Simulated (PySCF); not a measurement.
**Accurate constants of CuF, step by step**

An exercise on one series of results from a longer session: the logs are not shown, and one member is left open.

The runs use PySCF 2.14.0; CCSD(T) on RHF, scalar-relativistic core potentials.

Set-up of the first run:

| Quantity | Value |
| --- | --- |
| molecule | CuF |
| state | singlet, unpaired electrons none |
| smaller basis | Cu cc-pVTZ-PP with ECP10, F cc-pVTZ |
| larger basis | Cu cc-pVQZ-PP with ECP10, F cc-pVQZ |
| frozen core orbitals | 5 |
| extrapolation | correlation as n⁻³ (n = 3, 4), Hartree–Fock as (n+1)·exp(−9√n) |
| corrections | core–valence correlation |
| distances (Å) | 1.5320, 1.6017, 1.6713, 1.7410, 1.8106, 1.8977, 1.9847 |
| masses (u) | 62.9296, 18.9984 |
| dissociation limit | Cu + F |

Run with:

```console
> OMP_NUM_THREADS=4 python comp.py task.json out
```

One table of the session follows, with a row left open; its other results are not shown here.

Parts of the energy along the bond, in eV from Cu + F:

```
 R (Å)  HF/CBS  CCSD corr.      (T)  core–valence
1.5320  -1.217      -2.113  -0.2177        0.0387
1.6017  -1.781      -2.002  -0.1995        0.0347
1.6713  -2.106      -1.906  -0.1825        0.0311
1.7410  -2.262      -1.824  -0.1680        0.0278
1.8106       ?           ?        ?             ?
1.8977  -2.229      -1.685  -0.1452        0.0221
1.9847  -2.079      -1.629  -0.1375        0.0200
```

Estimate the missing values for R (Å) = 1.8106.

Worked estimate for «HF/CBS». A straight line through the neighbours (1.7410, -2.262) and (1.8977, -2.229) gives -2.262 + (-2.229 + 2.262) × (1.8106 − 1.7410) / (1.8977 − 1.7410) = -2.247; a parabola fitted to 4 rows on both sides gives -2.294.

**Answer.** HF/CBS: -2.298; CCSD corr.: -1.755; (T): -0.1563; core–valence: 0.0250. In «HF/CBS» the line misses by +0.051 and the parabola by +0.004.

Caveats from the session: Spin–orbit coupling and excitations beyond (T) are left out.
